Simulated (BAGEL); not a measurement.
**UHF/6-31G(d) (density fitting with qzvpp-jkfit, spherical functions) run of Si2NH5Cl (SMILES N[SiH2][SiH]Cl)**

What is the vertical ionisation energy of Si2NH5Cl at UHF/6-31G* (density fitting with qzvpp-jkfit, spherical functions)? 

Program for the calculation: BAGEL 1.2.2.

5 further runs of the same task are left out: 2 that didn't finish, 3 set aside as unsound or not needed.

## (1) The molecule

The species is Si2NH5Cl (9 atoms), meant as a doublet with charge 0. As SMILES, `N[SiH2][SiH]Cl`. The shape is that of a GFN2-xTB optimisation. This is one conformer, not always the lowest.

Bond lengths: N1–Si2 1.724 Å, Si2–Si3 2.290 Å, Si3–Cl4 2.057 Å, N1–H5 1.007 Å, N1–H6 1.006 Å, Si2–H7 1.465 Å, Si2–H8 1.480 Å, Si3–H9 1.471 Å. Some angles: N1–Si2–Si3 102.8°, Si2–Si3–Cl4 113.7°, N1–Si2–H7 105.2°, N1–Si2–H8 112.9°, Si3–Si2–H7 109.7°, Si3–Si2–H8 119.0°, Si2–N1–H5 119.4°, Si2–N1–H6 119.3°, Si2–Si3–H9 117.7°, Cl4–Si3–H9 102.1°.

## (2) A single-point energy at UHF/6-31G(d) (density fitting with qzvpp-jkfit, spherical functions)

hf.json

```json
{ "bagel" : [

{
  "title" : "molecule",
  "basis" : "6-31gs.json",
  "df_basis" : "qzvpp-jkfit",
  "angstrom" : "true",
  "geometry" : [
    { "atom" : "N", "xyz" : [      -0.162380,       1.026800,      -1.189950 ] },
    { "atom" : "Si", "xyz" : [       0.441050,      -0.434520,      -0.502770 ] },
    { "atom" : "Si", "xyz" : [       0.191890,      -0.080080,       1.745630 ] },
    { "atom" : "Cl", "xyz" : [      -1.765540,       0.151350,       2.332630 ] },
    { "atom" : "H", "xyz" : [      -1.076190,       1.356710,      -0.926060 ] },
    { "atom" : "H", "xyz" : [      -0.003670,       1.214990,      -2.165610 ] },
    { "atom" : "H", "xyz" : [       1.865890,      -0.458490,      -0.844050 ] },
    { "atom" : "H", "xyz" : [      -0.156340,      -1.645600,      -1.109450 ] },
    { "atom" : "H", "xyz" : [       0.665300,      -1.131160,       2.659640 ] }
  ]
},

{
  "title" : "uhf",
  "nopen" : 1
},

{
  "title" : "print",
  "file" : "orbitals.molden",
  "orbitals" : "true"
}

]}
```

The basis set 6-31G* is read from a file made from the Basis Set Exchange's data (not shown).

The run is started by

```sh
BAGEL_NUM_THREADS=1 BAGEL hf.json > hf.out
```

What it wrote:

```text
* using 1 threads per process

  ===============================================================
  ===============================================================

  *** Geometry ***

  { "atom" : "N", "xyz" : [     -0.306854,      1.940371,     -2.248680 ] },
  { "atom" : "Si", "xyz" : [      0.833464,     -0.821124,     -0.950098 ] },
  { "atom" : "Si", "xyz" : [      0.362620,     -0.151329,      3.298763 ] },
  { "atom" : "Cl", "xyz" : [     -3.336387,      0.286010,      4.408032 ] },
  { "atom" : "H", "xyz" : [     -2.033704,      2.563810,     -1.750000 ] },
  { "atom" : "H", "xyz" : [     -0.006935,      2.295998,     -4.092410 ] },
  { "atom" : "H", "xyz" : [      3.526021,     -0.866421,     -1.595023 ] },
  { "atom" : "H", "xyz" : [     -0.295440,     -3.109733,     -2.096557 ] },
  { "atom" : "H", "xyz" : [      1.257235,     -2.137583,      5.025991 ] },

  Number of auxiliary basis functions:      551

  Since a DF basis is specified, we compute 2- and 3-index integrals:
    o Being stored without compression. Storage requirement is 0.027 GB

  Number of basis functions:       78
  Number of electrons      :       57

    * METHOD: MOLECULE                             0.31

  *** Open-shell HF ***

  === Nuclear Repulsion ===
   260.1422939361

      * DIIS with orbital gradients will be used.

  === UHF iteration (6-31gs.json) ===
      0      -1094.49870761          0.03619614           0.20
      1      -1094.64145555          0.02023070           0.20
      2      -1094.67861562          0.01187273           0.20
      3      -1094.69546024          0.00109308           0.20
      4      -1094.69610212          0.00037595           0.20
      5      -1094.69620001          0.00016592           0.20
      6      -1094.69624055          0.00004427           0.20
      7      -1094.69624562          0.00001713           0.20
      8      -1094.69624672          0.00000576           0.20
      9      -1094.69624683          0.00000240           0.20
     10      -1094.69624684          0.00000098           0.20
     11      -1094.69624684          0.00000033           0.20
     12      -1094.69624684          0.00000013           0.20
     13      -1094.69624684          0.00000006           0.20
     14      -1094.69624684          0.00000003           0.20
     15      -1094.69624684          0.00000002           0.20
     16      -1094.69624684          0.00000001           0.20
     17      -1094.69624684          0.00000001           0.20
    * SCF iteration converged.

    * S^2 (UHF) is 0.7558

    * Permanent dipole moment:
           (   -0.375747,     0.041428,     0.715523) a.u.

    * METHOD: UHF                                  3.79

    * METHOD: PRINT                                0.01

  ===============================================================
```

Run time: 4.5 s. Hardware: 1 thread of Arm Neoverse V2, shared host; peak memory 0.13 GiB.

## (3) The singlet cation at the same level

job.json

```json
{ "bagel": [

{
  "title": "molecule",
  "basis": "6-31gs.json",
  "df_basis": "qzvpp-jkfit",
  "angstrom": true,
  "geometry": [
    { "atom": "N", "xyz": [   -0.162380,    1.026800,   -1.189950 ] },
    { "atom": "Si", "xyz": [    0.441050,   -0.434520,   -0.502770 ] },
    { "atom": "Si", "xyz": [    0.191890,   -0.080080,    1.745630 ] },
    { "atom": "Cl", "xyz": [   -1.765540,    0.151350,    2.332630 ] },
    { "atom": "H", "xyz": [   -1.076190,    1.356710,   -0.926060 ] },
    { "atom": "H", "xyz": [   -0.003670,    1.214990,   -2.165610 ] },
    { "atom": "H", "xyz": [    1.865890,   -0.458490,   -0.844050 ] },
    { "atom": "H", "xyz": [   -0.156340,   -1.645600,   -1.109450 ] },
    { "atom": "H", "xyz": [    0.665300,   -1.131160,    2.659640 ] }
  ]
},
{ "title": "hf", "charge": 1 },
{ "title": "print", "file": "orbitals.molden", "orbitals": true }

]}
```

The basis set 6-31G* is read from a file made from the Basis Set Exchange's data (not shown).

The run is started by

```sh
BAGEL_NUM_THREADS=1 BAGEL job.json > job.out
```

What it wrote:

```text
* using 1 threads per process

  ===============================================================
  ===============================================================

  *** Geometry ***

  { "atom" : "N", "xyz" : [     -0.306854,      1.940371,     -2.248680 ] },
  { "atom" : "Si", "xyz" : [      0.833464,     -0.821124,     -0.950098 ] },
  { "atom" : "Si", "xyz" : [      0.362620,     -0.151329,      3.298763 ] },
  { "atom" : "Cl", "xyz" : [     -3.336387,      0.286010,      4.408032 ] },
  { "atom" : "H", "xyz" : [     -2.033704,      2.563810,     -1.750000 ] },
  { "atom" : "H", "xyz" : [     -0.006935,      2.295998,     -4.092410 ] },
  { "atom" : "H", "xyz" : [      3.526021,     -0.866421,     -1.595023 ] },
  { "atom" : "H", "xyz" : [     -0.295440,     -3.109733,     -2.096557 ] },
  { "atom" : "H", "xyz" : [      1.257235,     -2.137583,      5.025991 ] },

  Number of auxiliary basis functions:      551

  Since a DF basis is specified, we compute 2- and 3-index integrals:
    o Being stored without compression. Storage requirement is 0.027 GB

  Number of basis functions:       78
  Number of electrons      :       57

    * METHOD: MOLECULE                             0.31

  *** RHF ***

  === Nuclear Repulsion ===
   260.1422939361

      * DIIS with orbital gradients will be used.

  === RHF iteration (6-31gs.json) ===
      0      -1094.16531771          0.01952570           0.10
      1      -1094.33746085          0.01115500           0.10
      2      -1094.40059768          0.00143703           0.10
      3      -1094.40226004          0.00030942           0.10
      4      -1094.40233305          0.00008590           0.10
      5      -1094.40234398          0.00002811           0.10
      6      -1094.40234562          0.00001201           0.10
      7      -1094.40234597          0.00000438           0.10
      8      -1094.40234602          0.00000140           0.10
      9      -1094.40234603          0.00000055           0.10
     10      -1094.40234603          0.00000027           0.10
     11      -1094.40234603          0.00000010           0.10
     12      -1094.40234603          0.00000004           0.10
     13      -1094.40234603          0.00000002           0.10
     14      -1094.40234603          0.00000001           0.10
    * SCF iteration converged.

    * Permanent dipole moment:
           (   -1.086192,     0.121947,    -0.364547) a.u.

    * METHOD: HF                                   1.66

    * METHOD: PRINT                                0.01

  ===============================================================
```

Run time: 2.1 s. Hardware: 1 thread of Arm Neoverse V2, shared host; peak memory 0.13 GiB.

## (4) What came out

Level: UHF/6-31G* (density fitting with qzvpp-jkfit, spherical functions).

| quantity | value |
| --- | --- |
| doublet Si2NH5Cl: total energy | -1094.69625 Eh |
| doublet Si2NH5Cl: dipole moment | 2.06 D |
| doublet Si2NH5Cl: ⟨S²⟩ | 0.756 |
| singlet cation: total energy | -1094.40235 Eh |
| singlet cation: HOMO energy | -15.38 eV |
| singlet cation: LUMO energy | -7.03 eV |
| singlet cation: HOMO–LUMO gap | 8.35 eV |
| vertical ionisation energy (to the singlet cation) | 7.997 eV |

**Reading.** Removing an electron at fixed nuclei costs 8.00 eV (772 kJ/mol). Only the singlet of the ionised species was computed; a triplet could lie lower.
